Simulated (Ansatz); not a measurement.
# YbSi2: the cost of one run

Method: DFT PBEsol, scalar-relativistic, plane waves, PAW, in Ansatz 0.2.0.

4 further runs of the same task are left out: 2 that didn't finish, 2 set aside as unsound or not needed.

## Step 1: Starting point

Symmetry: P6/mmm, No. 191, hexagonal system. The conventional cell has a = 4.003 Å, b = 4.003 Å, c = 3.813 Å, α = 90.00°, β = 90.00°, γ = 120.00°. Yb (site symmetry 6/mmm) is surrounded by 12 Si at 3.00 Å. Si (site symmetry -6m2) is surrounded by 3 Si at 2.31 Å and 6 Yb at 3.00 Å.

As a file:

```cif
data_structure
_symmetry_space_group_name_H-M 'P 1'
_symmetry_Int_Tables_number 1
_cell_length_a 4.0029
_cell_length_b 4.0029
_cell_length_c 3.8127
_cell_angle_alpha 90.000
_cell_angle_beta 90.000
_cell_angle_gamma 120.000
_cell_volume 52.91
loop_
_atom_site_label
_atom_site_type_symbol
_atom_site_fract_x
_atom_site_fract_y
_atom_site_fract_z
_atom_site_occupancy
Yb1 Yb 0.00000 0.00000 0.00000 1
Si1 Si 0.33333 0.66667 0.50000 1
Si2 Si 0.66667 0.33333 0.50000 1
```

This cell was relaxed beforehand with the same method: volume 17.64 Å³/atom, gap on the mesh none (metal).

## Step 2: The slab

Miller indices refer to the conventional cell of the relaxed bulk, P6/mmm (No. 191): a = 4.003 Å, b = 4.003 Å, c = 3.813 Å, α = 90.00°, β = 90.00°, γ = 120.00°.

A (101) slab, 6.0 Å thick as cut, with 17 Å of vacuum; its outer planes are Si (top) and Si (bottom).

The slab as cut. Layers, bottom to top:

```csv
plane,atoms per cell,height over the lowest (Å)
1,Si,0.00
2,Yb,0.43
3,Si,0.85
4,Si,2.56
5,Yb,2.99
6,Si,3.42
7,Si,5.13
8,Yb,5.56
9,Si,5.98
```

## Step 3: Relaxing the clean slab

input.yaml

```yaml
crystal:
  lattice:
    - [4.0029383084, 0.0, 0.0]
    - [-2.0014691542, 5.1530976366, 0.0]
    - [0.0, 0.0, 22.98483299]
  atoms:
    - { symbol: Si, position: [0.4385693366, 0.8771386733, 0.3698090825] }
    - { symbol: Yb, position: [0.726283204, 0.4525664079, 0.388407785] }
    - { symbol: Si, position: [0.0139970713, 0.0279941426, 0.4070064875] }
    - { symbol: Si, position: [0.1648525406, 0.3297050812, 0.4814012975] }
    - { symbol: Yb, position: [0.4525664079, 0.9051328159, 0.5] }
    - { symbol: Si, position: [0.7402802753, 0.4805605505, 0.5185987025] }
    - { symbol: Si, position: [0.8911357446, 0.7822714892, 0.5929935125] }
    - { symbol: Yb, position: [0.1788496119, 0.3576992238, 0.611592215] }
    - { symbol: Si, position: [0.4665634792, 0.9331269585, 0.6301909175] }
basis:
  ecutwfc: 420
kpoints:
  mp_grid: { grid: [8, 6, 1] }
hamiltonian:
  xc: pbesol
scf:
  occupations: { method: gaussian, width: 0.1 }
output:
  forces: true
  eigenvalues: true
  write_density: true
  write_potential: true
  elf: true
  volumetric_format: npy
relax:
  adjacent_minimum: "off"
  f_tol: 0.03
  max_steps: 70
  constraints: [{ sites: [0, 1, 2, 3] }]
efield:
  axis: 3
  dipole_correction: true
  ramp_width: 0.04
```

Run with:

```
$ ansatz run input.yaml --threads 4 --pin off --max-ram 7168MiB --backend cpu --events-out ev --progress --plain --runs-dir out
```

**Question.** How long does this run take on 4 threads of Arm Neoverse V1, shared host, and how much memory does it need?

About 3 min, with a peak of 1.2 GiB.
